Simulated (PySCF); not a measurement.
# CoF₃: relaxation and vibrations of the singlet

Aim: relax CoF₃ as a singlet from a trigonal planar start, check by its vibrations whether the end is a minimum, and collect its spectrum and constants.

Computed with PySCF 2.14.0. Level: PBE0, basis Co def2-TZVP, F def2-TZVP, no relativity, density fitting.

**1. Where the work starts**

4 atoms, charge 0, spin multiplicity 1.

Bond lengths: Co1–F2 1.750 Å, Co1–F3 1.750 Å, Co1–F4 1.750 Å. Angles: F2–Co1–F3 120.0°, F2–Co1–F4 120.0°, F3–Co1–F4 120.0°.

```xyz
4
charge 0 multiplicity 1
Co    0.0000    0.0000    0.0000
F     1.7500    0.0000    0.0000
F    -0.8750    1.5155    0.0000
F    -0.8750   -1.5155    0.0000
```

**2. The SCF at the typed geometry**

One driver script runs all steps and calls PySCF; scf.py shows how it sets up the SCF of each step. The optimiser is the driver's own. After this first run the driver tries any further starts and a stability analysis.

File scf.py:

```python
from pyscf import gto, scf, dft
mol = gto.M(atom='''
Co     0.000000     0.000000     0.000000
F      1.750000     0.000000     0.000000
F     -0.875000     1.515500     0.000000
F     -0.875000    -1.515500     0.000000''',
    basis={'Co': 'def2-TZVP', 'F': 'def2-TZVP'},
    charge=0, spin=0)
mf = dft.RKS(mol, xc='PBE0')
mf.grids.atom_grid = (50, 194)
aux = {'Co': 'def2-universal-JKFIT', 'F': 'def2-universal-JKFIT'}
mf = mf.density_fit(auxbasis=aux)
mf.conv_tol = 1e-08
mf.diis_space = 10
mf.max_cycle = 60
mf.init_guess = 'minao'
mf.verbose = 4
mf.kernel()
```

Launch:

```sh
$ OMP_NUM_THREADS=4 python axn.py task.json out
```

The program printed, cut to the lines that bear on the results:

```text
[... the frontier levels of the middle cycles are left out ...]
init E= -1680.7936126158
cycle= 1 E= -1665.17551851677  delta_E= 15.6  |g|= 8.14  |ddm|= 9.48
  HOMO = -1.05080646352986  LUMO = -1.03695547310597  gap/eV = 0.37690
cycle= 2 E= -1584.41956134008  delta_E= 80.8  |g|= 24.1  |ddm|= 17.9
  HOMO = -0.837504585138267  LUMO = -0.83516482556305  gap/eV = 0.06367
cycle= 3 E= -1654.57504107592  delta_E= -70.2  |g|= 15.4  |ddm|= 9.99
cycle= 4 E= -1664.56840751219  delta_E= -9.99  |g|= 11.9  |ddm|= 3.53
cycle= 5 E= -1660.3824237897  delta_E= 4.19  |g|= 10.2  |ddm|= 4.96
cycle= 6 E= -1672.34504519353  delta_E=  -12  |g|=  8.3  |ddm|=  6.1
cycle= 7 E= -1673.86825432138  delta_E= -1.52  |g|= 6.05  |ddm|= 2.77
cycle= 8 E= -1681.19834138218  delta_E= -7.33  |g|= 2.19  |ddm|= 2.43
cycle= 9 E= -1681.76046365131  delta_E= -0.562  |g|= 0.805  |ddm|=  0.9
cycle= 10 E= -1681.83084320274  delta_E= -0.0704  |g|= 0.326  |ddm|= 0.25
cycle= 11 E= -1681.82111785879  delta_E= 0.00973  |g|= 0.408  |ddm|= 0.198
cycle= 12 E= -1681.84544635927  delta_E= -0.0243  |g|= 0.15  |ddm|= 0.234
cycle= 13 E= -1681.84846109988  delta_E= -0.00301  |g|= 0.0458  |ddm|= 0.0459
cycle= 14 E= -1681.84882874958  delta_E= -0.000368  |g|= 0.00924  |ddm|= 0.0207
[... 1 cycles left out ...]
cycle= 16 E= -1681.84884165472  delta_E= -7.18e-06  |g|= 0.00179  |ddm|= 0.00321
cycle= 17 E= -1681.84884330946  delta_E= -1.65e-06  |g|= 0.000978  |ddm|= 0.0035
cycle= 18 E= -1681.84884410084  delta_E= -7.91e-07  |g|= 0.00073  |ddm|= 0.00194
cycle= 19 E= -1681.84884461126  delta_E= -5.1e-07  |g|= 0.000739  |ddm|= 0.00134
cycle= 20 E= -1681.84883914536  delta_E= 5.47e-06  |g|= 0.000698  |ddm|= 0.0152
cycle= 21 E= -1681.84882298381  delta_E= 1.62e-05  |g|= 0.00162  |ddm|= 0.0768
cycle= 22 E= -1681.84882313116  delta_E= -1.47e-07  |g|= 0.00177  |ddm|= 0.00329
cycle= 23 E= -1681.84882651695  delta_E= -3.39e-06  |g|= 0.000835  |ddm|= 0.0244
cycle= 24 E= -1681.84882206757  delta_E= 4.45e-06  |g|= 0.00241  |ddm|= 0.049
cycle= 25 E= -1681.84882211981  delta_E= -5.22e-08  |g|= 0.00242  |ddm|= 0.00194
cycle= 26 E= -1681.84882271705  delta_E= -5.97e-07  |g|= 0.00104  |ddm|= 0.00834
cycle= 27 E= -1681.84882286256  delta_E= -1.46e-07  |g|= 0.000357  |ddm|= 0.00044
cycle= 28 E= -1681.8488228799  delta_E= -1.73e-08  |g|= 0.000109  |ddm|= 0.0015
cycle= 29 E= -1681.84882288223  delta_E= -2.33e-09  |g|= 3.78e-05  |ddm|= 0.000355
  HOMO = -0.350747433041194  LUMO = -0.245774859864787  gap/eV = 2.85645
Extra cycle  E= -1681.84882287976  delta_E= 2.47e-09  |g|= 0.000149  |ddm|= 5.77e-05
converged SCF energy = -1681.84882287976
```

This step, with its further starts and checks, needed 21 s of wall time on 4 threads of Arm Neoverse V2, shared host.

Energies from each starting density:

| start | energy (Eh) |
| --- | --- |
| the minimal-basis guess | -1681.848823 |
| a thermally smeared density | -1681.848823 |
| a smeared PBE density | -1681.848823 |

The first run landed in a state that is too high. Following the other starts and the instabilities gains 33.4 kJ/mol (-1681.86156 Eh), and the work goes on from there.

**3. Relaxation: trigonal planar start, singlet**

The program finds D3h symmetry in the start, which this walk keeps.

scf.py, as its differences from that of step 2:

```diff
@@ -4,3 +4,3 @@
-F      1.750000     0.000000     0.000000
-F     -0.875000     1.515500     0.000000
-F     -0.875000    -1.515500     0.000000''',
+F      1.749974    -0.000000     0.000000
+F     -0.874987     1.515522     0.000000
+F     -0.874987    -1.515522     0.000000''',
@@ -16 +15,0 @@
-mf.init_guess = 'minao'
```

Steps of the walk:

| step | energy (Eh) | change (kJ/mol) | largest symmetric gradient (Eh/bohr) |
| --- | --- | --- | --- |
| 0 | -1681.861560 | 0.00 | 0.03682 |
| 1 | -1681.870296 | -22.94 | 0.00885 |
| 2 | -1681.870692 | -23.98 | 0.00229 |
| 3 | -1681.870718 | -24.04 | 0.00010 |
| 4 | -1681.870718 | -24.05 | 0.00001 |

The walk took 8.8 s.

Positions (Å) and forces (eV/Å) along the way, with the part that breaks the symmetry left in:

```
step 0
Co   0.000   0.000   0.000  -0.036   0.000  -0.355
F    1.750   0.000   0.000  -1.892   0.001   0.118
F   -0.875   1.516   0.000   0.964  -1.631   0.118
F   -0.875  -1.516   0.000   0.965   1.630   0.119
step 1
Co   0.000   0.000   0.000  -0.033   0.000  -0.364
F    1.685   0.000   0.000  -0.456   0.001   0.121
F   -0.842   1.459   0.000   0.244  -0.384   0.121
F   -0.842  -1.459   0.000   0.245   0.384   0.122
step 2
Co   0.000   0.000   0.000  -0.032   0.000  -0.001
F    1.664   0.000   0.000   0.117   0.000   0.000
F   -0.832   1.441   0.000  -0.043   0.112   0.000
F   -0.832  -1.441   0.000  -0.043  -0.112   0.001
step 3
Co   0.000   0.000   0.000  -0.032   0.000  -0.001
F    1.669   0.000   0.000  -0.006   0.000   0.000
F   -0.834   1.445   0.000   0.019   0.005   0.000
F   -0.834  -1.445   0.000   0.019  -0.006   0.001
step 4
Co   0.000   0.000   0.000  -0.032   0.000  -0.001
F    1.669   0.000   0.000  -0.001   0.000   0.000
F   -0.834   1.445   0.000   0.016   0.010   0.000
F   -0.834  -1.445   0.000   0.016  -0.010   0.001
```

After 4 steps and 24.0 kJ/mol it ends at D3h: Co–F 1.669 Å (×3); F–Co–F 120.0° (×3).

**4. Vibrations and properties at this point**

The point is checked on the finer grid, and tightened if its gradient asks for it. The Hessian and the dipole derivatives come from central differences of analytic gradients, with steps of 0.02 bohr.

scf.py, as its differences from that of step 3:

```diff
@@ -4,3 +4,3 @@
-F      1.749974    -0.000000     0.000000
-F     -0.874987     1.515522     0.000000
-F     -0.874987    -1.515522     0.000000''',
+F      1.668793    -0.000000     0.000000
+F     -0.834396     1.445217     0.000000
+F     -0.834396    -1.445217     0.000000''',
@@ -10 +10 @@
-mf.grids.atom_grid = (50, 194)
+mf.grids.atom_grid = (75, 302)
@@ -13 +13 @@
-mf.conv_tol = 1e-08
+mf.conv_tol = 1e-10
```

The driver hands on the density of the step before, so the log starts near convergence.

SCF at the final geometry:

```text
init E= -1681.87076984849
  HOMO = -0.364583658273584  LUMO = -0.214668739321677  gap/eV = 4.07939
cycle= 1 E= -1681.87076984845  delta_E= 4.77e-11  |g|= 1.96e-05  |ddm|= 1.06e-05
  HOMO = -0.364587651172678  LUMO = -0.21467204593104  gap/eV = 4.07941
cycle= 2 E= -1681.87076984793  delta_E= 5.18e-10  |g|= 6.6e-05  |ddm|= 3.08e-05
  HOMO = -0.364583825816564  LUMO = -0.214668868477572  gap/eV = 4.07939
cycle= 3 E= -1681.87076984848  delta_E= -5.49e-10  |g|= 1.28e-05  |ddm|= 2.32e-05
  HOMO = -0.364584431524193  LUMO = -0.214669369062733  gap/eV = 4.07940
cycle= 4 E= -1681.87076984849  delta_E= -1.57e-11  |g|= 1.9e-07  |ddm|= 4.63e-06
  HOMO = -0.364584445953259  LUMO = -0.214669373242459  gap/eV = 4.07940
Extra cycle  E= -1681.8707698485  delta_E= -5.46e-12  |g|= 2.09e-07  |ddm|= 9.64e-07
converged SCF energy = -1681.8707698485
```

The whole step took 30 s.

Geometry: D3h; Co–F 1.669 Å (×3); F–Co–F 120.0° (×3).

Wavenumbers (cm⁻¹): 2611i, 140, 140, 644, 752, 752. These are not to be trusted: the point is only loosely found or the SCF state changes between the displacements.

**5. Downhill along the imaginary mode**

The start is the last point, displaced along its most imaginary mode.

The program finds C3v symmetry in the start, which this walk keeps. The walk stops when the largest gradient is under 0.0003 Eh/bohr and the energy has settled too.

scf.py, as its differences from that of step 4:

```diff
@@ -3,4 +3,4 @@
-Co     0.000000     0.000000     0.000000
-F      1.668793    -0.000000     0.000000
-F     -0.834396     1.445217     0.000000
-F     -0.834396    -1.445217     0.000000''',
+Co     0.000000    -0.000000    -0.116054
+F      1.668793    -0.000000     0.120000
+F     -0.834396     1.445217     0.120000
+F     -0.834396    -1.445217     0.120000''',
@@ -10 +10 @@
-mf.grids.atom_grid = (75, 302)
+mf.grids.atom_grid = (50, 194)
@@ -13 +13 @@
-mf.conv_tol = 1e-10
+mf.conv_tol = 1e-08
```

Steps of the walk:

| step | energy (Eh) | change (kJ/mol) | largest symmetric gradient (Eh/bohr) |
| --- | --- | --- | --- |
| 0 | -1681.890278 | 0.00 | 0.02866 |
| 1 | -1681.897883 | -19.97 | 0.01709 |
| 2 | -1681.899376 | -23.89 | 0.00255 |
| 3 | -1681.899492 | -24.19 | 0.00093 |
| 4 | -1681.899503 | -24.22 | 0.00009 |
| 5 | -1681.899503 | -24.22 | 0.00001 |

The walk took 10 s.

Geometry (Å) and forces (eV/Å) at some steps:

```
step 0
Co   0.000   0.000  -0.116   0.024   0.000  -1.474
F    1.669   0.000   0.120  -0.509   0.000   0.487
F   -0.834   1.445   0.120   0.242  -0.446   0.493
F   -0.834  -1.445   0.120   0.242   0.446   0.493
step 1
Co   0.000   0.000  -0.328  -0.025   0.000   0.667
F    1.624   0.000   0.191  -0.870   0.000  -0.217
F   -0.812   1.406   0.191   0.447  -0.762  -0.225
F   -0.812  -1.406   0.191   0.447   0.762  -0.225
step 3
Co   0.000   0.000  -0.331  -0.019   0.000  -0.048
F    1.591   0.000   0.192  -0.005   0.000   0.016
F   -0.795   1.378   0.192   0.012  -0.005   0.016
F   -0.795  -1.378   0.192   0.012   0.005   0.016
step 5
Co   0.000   0.000  -0.339  -0.022   0.000  -0.001
F    1.587   0.000   0.194   0.004   0.000  -0.002
F   -0.794   1.375   0.194   0.009   0.004   0.001
F   -0.794  -1.375   0.194   0.009  -0.004   0.001
```

End point (C3v, 5 steps, 24.2 kJ/mol gained): Co–F 1.674 Å (×3); F–Co–F 110.4° (×3).

**6. Frequencies**

As before: finer grid, then central differences.

scf.py, as its differences from that of step 5:

```diff
@@ -3,4 +3,4 @@
-Co     0.000000    -0.000000    -0.116054
-F      1.668793    -0.000000     0.120000
-F     -0.834396     1.445217     0.120000
-F     -0.834396    -1.445217     0.120000''',
+Co     0.000000    -0.000000    -0.256501
+F      1.589828    -0.000000     0.269201
+F     -0.794914     1.376831     0.269201
+F     -0.794914    -1.376831     0.269201''',
@@ -10 +10 @@
-mf.grids.atom_grid = (50, 194)
+mf.grids.atom_grid = (75, 302)
@@ -13 +13 @@
-mf.conv_tol = 1e-08
+mf.conv_tol = 1e-10
```

SCF at the final geometry:

```text
init E= -1681.89954539929
  HOMO = -0.374454195331495  LUMO = -0.190804442518963  gap/eV = 4.99736
cycle= 1 E= -1681.89954539928  delta_E= 7.28e-12  |g|= 1.15e-05  |ddm|= 4.64e-06
  HOMO = -0.374452162502477  LUMO = -0.190801742001362  gap/eV = 4.99738
cycle= 2 E= -1681.89954539905  delta_E= 2.3e-10  |g|= 4.6e-05  |ddm|= 1.73e-05
  HOMO = -0.374453843710654  LUMO = -0.190803983229414  gap/eV = 4.99737
cycle= 3 E= -1681.89954539929  delta_E= -2.42e-10  |g|= 1.05e-06  |ddm|= 1.38e-05
  HOMO = -0.374453821442507  LUMO = -0.190803943303444  gap/eV = 4.99737
cycle= 4 E= -1681.89954539928  delta_E= 1.14e-11  |g|= 1.73e-07  |ddm|= 4.97e-07
  HOMO = -0.37445381353827  LUMO = -0.190803950149886  gap/eV = 4.99737
Extra cycle  E= -1681.89954539929  delta_E= -7.5e-12  |g|= 3.96e-07  |ddm|= 3.14e-07
converged SCF energy = -1681.89954539929
```

The whole step needed 30 s of wall time on 4 threads of Arm Neoverse V2, shared host.

Geometry: C3v; Co–F 1.674 Å (×3); F–Co–F 110.6° (×3).

Modes, for the most abundant isotopes:

```json
{"symmetry": "e", "ω (cm⁻¹)": "172", "IR (km/mol)": "29.0", "type": "bend"}
{"symmetry": "a1", "ω (cm⁻¹)": "219", "IR (km/mol)": "36.5", "type": "bend"}
{"symmetry": "a1", "ω (cm⁻¹)": "716", "IR (km/mol)": "26.0", "type": "stretch"}
{"symmetry": "e", "ω (cm⁻¹)": "780", "IR (km/mol)": "239", "type": "stretch"}
```

All wavenumbers are real: a minimum.

Constants and moments:

* Dipole moment: 2.77 D
* Highest occupied level: -10.19 eV
* Lowest empty level: -5.19 eV
* Rotational constants: 0.2106, 0.2106, 0.117 cm⁻¹
* Zero-point energy: 17.0 kJ/mol
* Principal polarisabilities: 19.6, 29.7, 29.7 bohr³
* Atomisation energy without zero-point energy: 1008 kJ/mol
* Principal traceless quadrupole moments about the centre of mass: -2.81, -2.81, 5.62 D Å
* Entropy at 298.15 K and 1 bar: 296.1 J/(mol K)
* Heat capacity Cp at 298.15 K: 65.6 J/(mol K)
* Enthalpy at 298.15 K above 0 K: 15.21 kJ/mol
* Rotational symmetry number: 3

Populations by atom (charges in e):

```json
{"atom": "Co1", "Mulliken": "1.20", "Löwdin": "0.50", "polar tensor": "1.73", "Mayer order to Co1": "–"}
{"atom": "F2,3,4", "Mulliken": "-0.40", "Löwdin": "-0.17", "polar tensor": "-0.58", "Mayer order to Co1": "0.94"}
```

Outer orbital energies (eV). occupied: -13.77, -13.00, -12.53, -12.53, -11.91, -10.34, -10.19, -10.19; empty: -5.19, -5.19, -1.32, 3.03.

Mulliken populations on Co1: s 6.29, p 12.30, d 7.21, f 0.00.

**7. A spin-polarised start**

A stability analysis found the closed shell of the lowest minimum unstable towards spin polarisation, so the unrestricted solution is followed.

The program finds C3v symmetry in the start, which may break. Threshold on the gradient: 0.0003 Eh/bohr, with a further test on the energy change.

scf.py, as its differences from that of step 6:

```diff
@@ -3,4 +3,4 @@
-Co     0.000000    -0.000000    -0.256501
-F      1.589828    -0.000000     0.269201
-F     -0.794914     1.376831     0.269201
-F     -0.794914    -1.376831     0.269201''',
+Co     0.000000    -0.000000    -0.258457
+F      1.589828    -0.000000     0.267245
+F     -0.794914     1.376831     0.267245
+F     -0.794914    -1.376831     0.267245''',
@@ -9,2 +9,2 @@
-mf = dft.RKS(mol, xc='PBE0')
-mf.grids.atom_grid = (75, 302)
+mf = dft.UKS(mol, xc='PBE0')
+mf.grids.atom_grid = (50, 194)
@@ -13 +13 @@
-mf.conv_tol = 1e-10
+mf.conv_tol = 1e-08
```

The optimiser's trace:

| step | energy (Eh) | change (kJ/mol) | largest gradient (Eh/bohr) |
| --- | --- | --- | --- |
| 0 | -1681.911008 | 0.00 | 0.01403 |
| 1 | -1681.913845 | -7.45 | 0.00816 |
| 2 | -1681.914758 | -9.85 | 0.00628 |
| 3 | -1681.914957 | -10.37 | 0.00317 |
| 4 | -1681.915035 | -10.57 | 0.00044 |
| 5 | -1681.915042 | -10.59 | 0.00059 |
| 6 | -1681.915052 | -10.62 | 0.00075 |
| 7 | -1681.915067 | -10.66 | 0.00082 |
| 8 | -1681.915087 | -10.71 | 0.00090 |
| 9 | -1681.915114 | -10.78 | 0.00146 |
| 10 | -1681.915149 | -10.87 | 0.00139 |
| 11 | -1681.915189 | -10.98 | 0.00166 |
| 12 | -1681.915232 | -11.09 | 0.00168 |
| 13 | -1681.915276 | -11.21 | 0.00176 |

The walk took 92 s.

Positions (Å) and forces (eV/Å) along the way:

```
step 0
Co   0.000   0.000  -0.258   0.029  -0.085   0.030
F    1.590   0.000   0.267   0.706  -0.016  -0.020
F   -0.795   1.377   0.267  -0.406   0.721   0.011
F   -0.795  -1.377   0.267  -0.328  -0.620  -0.020
step 1
Co  -0.001   0.000  -0.198   0.024  -0.012   0.419
F    1.636  -0.002   0.247   0.032  -0.013  -0.122
F   -0.820   1.421   0.247  -0.043   0.065  -0.148
F   -0.816  -1.419   0.247  -0.012  -0.040  -0.149
step 7
Co   0.006   0.006  -0.093   0.045   0.041  -0.012
F    1.674  -0.014   0.211   0.015  -0.029   0.018
F   -0.850   1.445   0.212  -0.041  -0.015  -0.007
F   -0.830  -1.438   0.213  -0.019   0.004   0.002
step 13
Co   0.021   0.023  -0.084   0.050   0.091  -0.009
F    1.691  -0.040   0.206   0.018  -0.062   0.010
F   -0.884   1.433   0.208  -0.052  -0.023  -0.008
F   -0.828  -1.416   0.213  -0.016  -0.006   0.007
```

It was stopped by the time limit after 13 steps, so the last geometry (Co–F 1.697 Å (×2), Co–F 1.701 Å) is no stationary point.

**8. What came out**

```
                            quantity                                                            value
                             minimum  singlet, C3v (closed shell, unstable towards spin polarisation)
                            geometry                            Co–F 1.674 Å (×3); F–Co–F 110.6° (×3)
                  wavenumbers (cm⁻¹)                             172 (e), 219 (a1), 716 (a1), 780 (e)
                       dipole moment                                                           2.77 D
highest occupied, lowest empty level                                                 -10.19, -5.19 eV
          polar-tensor charge of Co1                                                          +1.73 e
                   zero-point energy                                                      17.0 kJ/mol
```

**Reading.** From D3h at the start the molecule goes to a C3v minimum. The strongest infrared band lies at 780 cm⁻¹ (e, stretch). The first SCF alone would have been 33 kJ/mol too high. Only this shape and spin were tried, so other structures or states may lie lower. A stability analysis at the minimum finds the closed shell unstable towards spin polarisation: an open-shell solution lies lower, and these values are not those of the lowest state.

The search up to here took 3.4 min.
